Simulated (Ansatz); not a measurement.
# C₂H₄ClIn: how energies converge with the basis set

An exercise on one series of results from a longer session: the logs are not shown, and one member is left open.

The runs use Ansatz 0.2.0, Gaussian basis; one geometry, several basis sets.

The runs, in order: PBE0-D4/def2-SVP; ωB97M-V/def2-SVP; PBE0-D4/def2-QZVPP; ωB97M-V/def2-QZVPP; the functionals' def2-TZVPP values are taken from earlier runs.

## The relaxed structure

The geometry comes from an earlier relaxation with PBE0-D4 in a triple-zeta def2 set; it is a stationary point, not always the lowest conformer. In takes the def2 core potential; no spin-orbit term is included.

8 atoms, charge 0, spin multiplicity 1.

Atoms are counted from 1 here; the program's logs count them from 0.

Bond lengths: Cl1–C2 1.725 Å, C2–C3 1.326 Å, C2–H5 1.082 Å, C3–H6 1.084 Å, C3–H7 1.081 Å, In4–H8 1.854 Å. Angles: Cl1–C2–C3 122.3°, Cl1–C2–H5 113.3°, C3–C2–H5 124.4°, C2–C3–H6 119.3°, C2–C3–H7 122.2°, H6–C3–H7 118.5°.

The first run:

Input file in.yaml:

```yaml
crystal:
  periodic: [false, false, false]
  atoms:
    - {symbol: Cl, position_ang: [-1.997482, 0.584789, -0.349942]}
    - {symbol: C, position_ang: [-0.302512, 0.761119, -0.615582]}
    - {symbol: C, position_ang: [0.579777, 0.690750, 0.372101]}
    - {symbol: In, position_ang: [-0.108400, -2.273086, -0.598765]}
    - {symbol: H, position_ang: [-0.048652, 0.946175, -1.651229]}
    - {symbol: H, position_ang: [1.633900, 0.811891, 0.151153]}
    - {symbol: H, position_ang: [0.284831, 0.513423, 1.397306]}
    - {symbol: H, position_ang: [0.050638, -2.092262, 1.239258]}
basis:
  gaussian: {orbitals: def2-SVP}
hamiltonian: {xc: pbe0, dispersion: d4}
output: {orbitals: {seedname: orbitals}}
```

On the command line:

```console
$ ansatz run in.yaml --threads 2 --pin off --events-out ev --progress --plain --max-ram 4352MiB
```

Steps of the session up to this table: PBE0-D4 in def2-SVP; ωB97M-V in def2-SVP; PBE0-D4 in def2-QZVPP; ωB97M-V in def2-QZVPP.

One table of the session follows, with a row left open; its other results are not shown here.

It belongs to the step «Density functionals: the series». 

| functional | basis | HOMO (eV) | LUMO (eV) |
| --- | --- | --- | --- |
| PBE0-D4 | def2-SVP | ? | ? |
| PBE0-D4 | def2-TZVPP | -5.49 | -1.43 |
| PBE0-D4 | def2-QZVPP | -5.50 | -1.45 |
| ωB97M-V | def2-SVP | -7.37 | 0.24 |
| ωB97M-V | def2-TZVPP | -7.48 | 0.04 |
| ωB97M-V | def2-QZVPP | -7.50 | -0.03 |

Estimate the missing values for PBE0-D4, def2-SVP.

The run gave: HOMO (eV): -5.42; LUMO (eV): -1.35. In the column «HOMO (eV)» it is the highest.
